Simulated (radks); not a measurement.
**Eu²⁵⁺ in [Ar] 3d10 4p6 4d2 5d2: an all-electron calculation**

One table from this session's results is given with a row withheld; the runs are named, their logs left out.

Program: radks (a radial shooting solver on a logarithmic mesh, Libxc functionals) version 1. Level of theory: Dirac Kohn-Sham, exchange-only LDA, spin-unpolarised, spherical densities, finite nucleus; open shells are shared between the two j in proportion to 2j + 1. These are calculated values, not measurements, unless marked.

## The system

| Property | Result |
| --- | --- |
| element | europium (Z = 63) |
| charge | +25 |
| electrons | 38 |
| configuration | [Ar] 3d10 4p6 4d2 5d2 |
| nuclear rms radius | 5.1115 fm |

The outer shells:

Eu²⁵⁺
```
[Ar] core
3d [↑↓][↑↓][↑↓][↑↓][↑↓]
4p [↑↓][↑↓][↑↓]
4d [↑ ][↑ ][  ][  ][  ]
5d [↑ ][↑ ][  ][  ][  ]
```

The first run:

The run's settings:

```text
Z 63
configuration [Ar] 3d10 4p6 4d2 5d2
relativity Dirac
functional lda,
spin unpolarised
j_filling average
nucleus finite rms 5.1115 fm
c 137.035999084
```

Started as:

```sh
> python run_ks.py task.json out
```

This one command runs every case of the session in turn.

One of the session's tables, all rows but one given; the rest of the session is left out.

It belongs to the step «Orbitals and density». From the orbitals of this run (lengths in bohr):

| level | <r> | outermost maximum (interpolated) | 90 % within | nodes |
| --- | --- | --- | --- | --- |
| 1s1/2 | 0.02234 | 0.0142 | 0.0404 | 0 |
| 2s1/2 | 0.09460 | 0.0808 | 0.147 | 1 |
| 2p1/2 | 0.07904 | 0.0611 | 0.130 | 0 |
| 2p3/2 | 0.08576 | 0.0668 | 0.139 | 0 |
| 3s1/2 | 0.2474 | 0.228 | 0.363 | 2 |
| 3p1/2 | 0.2367 | 0.215 | 0.355 | 1 |
| 3p3/2 | ? | ? | ? | ? |
| 3d3/2 | 0.2205 | 0.180 | 0.343 | 0 |
| 3d5/2 | 0.2243 | 0.184 | 0.348 | 0 |
| 4p1/2 | 0.5201 | 0.503 | 0.745 | 2 |
| 4p3/2 | 0.5398 | 0.523 | 0.772 | 2 |
| 4d3/2 | 0.5380 | 0.513 | 0.785 | 1 |
| 4d5/2 | 0.5437 | 0.519 | 0.793 | 1 |
| 5d3/2 | 0.9918 | 1.01 | 1.40 | 2 |
| 5d5/2 | 0.9991 | 1.02 | 1.41 | 2 |

**Question.** Estimate the row for 3p3/2.

The run gave: <r>: 0.2491; outermost maximum (interpolated): 0.227; 90 % within: 0.372; nodes: 1. In the column «<r>» it lies between 3s1/2 (0.2474) and 4p1/2 (0.5201).
